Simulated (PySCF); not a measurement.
**C2H7NOSi (SMILES N[Si]1(O)CC1): levels of theory compared**

We compute a comparison of 4 runs (HF/3-21G, B3LYP/6-31G*, PBE0/def2-SVP) of C2H7NOSi. Input form: a Python script.

Program for the calculation: PySCF 2.14.0.

**1. The molecule**

C2H7NOSi has 12 atoms, charge 0, and is taken as a singlet. As SMILES, `N[Si]1(O)CC1`. Geometry: relaxed at PBE0-D4/def2-TZVP. This is one conformer, not always the lowest.

Bond lengths: N1–Si2 1.705 Å, Si2–O3 1.639 Å, Si2–C4 1.816 Å, Si2–C5 1.818 Å, C4–C5 1.595 Å, N1–H6 1.007 Å, N1–H7 1.006 Å, O3–H8 0.959 Å, C4–H9 1.086 Å, C4–H10 1.086 Å, C5–H11 1.087 Å, C5–H12 1.086 Å. Some angles: N1–Si2–O3 110.6°, N1–Si2–C4 126.8°, N1–Si2–C5 119.0°, O3–Si2–C4 115.3°, O3–Si2–C5 122.1°, C4–Si2–C5 52.1°, Si2–C4–C5 64.0°, Si2–C5–C4 63.9°, Si2–N1–H6 121.3°, Si2–N1–H7 119.6°.

**2. Energy and gradient at HF/3-21G (run 1)**

Contents of mol.xyz:

```xyz
12
C2H7NOSi
N     -1.526600    -0.226600     1.088800
Si     0.054700    -0.215700     0.451700
O      1.088500    -0.992400     1.459500
C      0.802600     1.075400    -0.583000
C      0.278500    -0.220100    -1.352700
H     -1.738500     0.210300     1.971300
H     -2.314600    -0.202800     0.463100
H      0.770000    -1.825800     1.812300
H      0.262900     1.988900    -0.815300
H      1.878900     1.218600    -0.612900
H     -0.543500    -0.047500    -2.042300
H      1.064100    -0.817500    -1.806500
```

Contents of run.py:

```python
# N[Si]1(O)CC1
import pyscf.grad
from pyscf import gto

system = gto.M(
    atom='mol.xyz',
    basis='3-21g',
    max_memory=1860,
    charge=0,
    verbose=4,
)

mf = system.RHF()
mf.conv_tol = 1e-10
mf.kernel()
if not mf.converged:
    mf = mf.newton().run(mf.mo_coeff, mf.mo_occ)

e_tot = mf.e_tot
print('E(%s) = %.9f' % ('HF', e_tot))
grad = mf.Gradients().kernel()
dip = mf.dip_moment()
pop, q = mf.mulliken_pop()
```

The run is started by

```sh
$ OMP_NUM_THREADS=1 python run.py
```

The program printed:

```text
PySCF version 2.14.0

[... 66 lines left out ...]
converged SCF energy = -495.402954466883
[... 12 lines left out ...]
Dipole moment(X, Y, Z, Debye): -2.66321, -0.44118,  0.69520
[... 76 lines left out ...]
charge of   11H =      0.23469
```

Run time: 2.9 s. Hardware: 1 thread of Intel Xeon at 2.70GHz, shared host; peak memory 0.13 GiB.

**3. Energy and gradient at B3LYP/6-31G(d) (spherical functions) (run 2)**

Contents of calc.py:

```python
# N[Si]1(O)CC1
import pyscf.grad
from pyscf import gto, dft

mol = gto.Mole()
mol.atom = '''
N     -2.884856    -0.428212     2.057534
Si     0.103368    -0.407614     0.853589
O      2.056967    -1.875364     2.758055
C      1.516694     2.032211    -1.101710
C      0.526289    -0.415929    -2.556233
H     -3.285289     0.397409     3.725217
H     -4.373960    -0.383236     0.875132
H      1.455089    -3.450262     3.424751
H      0.496809     3.758476    -1.540694
H      3.550606     2.302820    -1.158213
H     -1.027066    -0.089762    -3.859388
H      2.010858    -1.544851    -3.413790
'''
mol.charge = 0
mol.basis = '6-31g*'
mol.max_memory = 1860
mol.verbose = 4
mol.unit = 'bohr'
mol.build()

myscf = dft.RKS(mol)
myscf.xc = 'b3lyp'
myscf.conv_tol = 1e-10
myscf.grids.level = 5
myscf.kernel()
if not myscf.converged:
    myscf = myscf.newton().run(myscf.mo_coeff, myscf.mo_occ)

energy = myscf.e_tot
print('E = %.10f Eh' % energy)
grad = myscf.Gradients().kernel()
myscf.analyze()
```

The run is started by

```sh
$ OMP_NUM_THREADS=1 python calc.py
```

The program printed:

```text
PySCF version 2.14.0

[... 105 lines left out ...]
MO #3   energy= -14.3079320155406  occ= 2
[... 16 lines left out ...]
MO #20  energy= -0.347174405773584 occ= 2
[... 16 lines left out ...]
MO #37  energy= 0.286623976326172  occ= 0
[... 16 lines left out ...]
MO #54  energy= 0.901292489057756  occ= 0
[... 16 lines left out ...]
MO #71  energy= 1.74080074843334   occ= 0
[... 16 lines left out ...]
MO #88  energy= 2.65923553370624   occ= 0
[... 103 lines left out ...]
Dipole moment(X, Y, Z, Debye): -2.15561, -0.38324,  0.58557
```

Wall time 50 s (1 thread of Intel Xeon at 2.70GHz, shared host); peak memory 0.87 GiB.

**4. Energy and gradient at B3LYP/6-31G(d) (Cartesian functions) (run 3)**

Contents of input.py:

```python
from pyscf import gto, dft

mol = gto.M(
    atom='''
N   -1.526600  -0.226600   1.088800
Si   0.054700  -0.215700   0.451700
O    1.088500  -0.992400   1.459500
C    0.802600   1.075400  -0.583000
C    0.278500  -0.220100  -1.352700
H   -1.738500   0.210300   1.971300
H   -2.314600  -0.202800   0.463100
H    0.770000  -1.825800   1.812300
H    0.262900   1.988900  -0.815300
H    1.878900   1.218600  -0.612900
H   -0.543500  -0.047500  -2.042300
H    1.064100  -0.817500  -1.806500
''',
    cart=True,
    basis='6-31g*',
    max_memory=1860,
    verbose=4,
)

calc0 = dft.RKS(mol, xc='b3lyp')
calc0.grids.level = 5
calc0.conv_tol = 1e-10
calc0.kernel()
if not calc0.converged:
    calc0 = calc0.newton().run(calc0.mo_coeff, calc0.mo_occ)

e_final = calc0.e_tot
print('E(%s) = %.9f' % ('B3LYP', e_final))
grad = calc0.nuc_grad_method().kernel()
dip = calc0.dip_moment()
pop, q = calc0.mulliken_pop()
```

The run is started by

```sh
$ OMP_NUM_THREADS=1 python input.py
```

The program printed:

```text
PySCF version 2.14.0

[... 81 lines left out ...]
converged SCF energy = -499.913807955881
[... 13 lines left out ...]
Dipole moment(X, Y, Z, Debye): -2.15831, -0.37626,  0.57421
[... 106 lines left out ...]
charge of   11H =      0.16412
```

Run time: 44 s. Hardware: 1 thread of Intel Xeon at 2.70GHz, shared host; peak memory 0.92 GiB.

**5. Energy and forces at PBE0/def2-SVP (run 4)**

Contents of run.py:

```python
from pyscf import gto, dft

mol = gto.M(
    atom='''
N     -1.526600    -0.226600     1.088800
Si     0.054700    -0.215700     0.451700
O      1.088500    -0.992400     1.459500
C      0.802600     1.075400    -0.583000
C      0.278500    -0.220100    -1.352700
H     -1.738500     0.210300     1.971300
H     -2.314600    -0.202800     0.463100
H      0.770000    -1.825800     1.812300
H      0.262900     1.988900    -0.815300
H      1.878900     1.218600    -0.612900
H     -0.543500    -0.047500    -2.042300
H      1.064100    -0.817500    -1.806500
''',
    verbose=4,
    charge=0,
    max_memory=1860,
    basis='def2-svp',
)

mf = dft.RKS(mol)
mf.xc = 'pbe0'
mf.grids.level = 5
mf.conv_tol = 1e-10
mf.kernel()
if not mf.converged:
    mf = mf.newton().run(mf.mo_coeff, mf.mo_occ)

e_final = mf.e_tot
print('E(%s) = %.9f' % ('PBE0', e_final))
grad = mf.nuc_grad_method().kernel()
dip = mf.dip_moment()
pop, q = mf.mulliken_pop()
```

The run is started by

```sh
$ OMP_NUM_THREADS=1 python run.py
```

The program printed:

```text
PySCF version 2.14.0

[... 79 lines left out ...]
converged SCF energy = -499.315106228
[... 13 lines left out ...]
Dipole moment(X, Y, Z, Debye): -2.16795, -0.47629,  0.76395
[... 122 lines left out ...]
charge of   11H =      0.07564
```

Run time: 60 s. Hardware: 1 thread of Intel Xeon at 2.70GHz, shared host; peak memory 1.1 GiB.

**6. Overview of the runs**

| run | level | integration grid | Cartesian functions | energy (Eh) | dipole moment (D) | HOMO energy (eV) | LUMO energy (eV) | wall time |
| --- | --- | --- | --- | --- | --- | --- | --- | --- |
| 1 | HF/3-21G | – | no | -495.402954 | 2.79 | -9.20 | 5.77 | 2.9 s |
| 2 | B3LYP/6-31G* (spherical functions) | 5 | no | -499.908011 | 2.27 | -5.90 | 1.11 | 50 s |
| 3 | B3LYP/6-31G* (Cartesian functions) | 5 | yes | -499.913808 | 2.26 | -5.90 | 1.06 | 44 s |
| 4 | PBE0/def2-SVP | 5 | no | -499.315106 | 2.35 | -6.29 | 1.17 | 60 s |

**7. Summary of results**

| quantity | value |
| --- | --- |
| run 4: total energy | -499.31511 Eh |
| run 4: dipole moment | 2.35 D |
| run 4: HOMO energy | -6.29 eV |
| run 4: LUMO energy | 1.17 eV |
| run 4: HOMO–LUMO gap | 7.45 eV |
| run 4: largest force on an atom | 0.660 eV/Å |

What this shows: The dipole moment (its size) runs from 2.26 D (B3LYP/6-31G*) to 2.79 D (HF/3-21G). The two ends differ in method and basis. The HOMO–LUMO gap runs from 6.96 eV (B3LYP/6-31G*) to 14.97 eV (HF/3-21G). Totals of different functionals can't be ranked against each other. All runs together took 2.6 min, the longest 60 s.
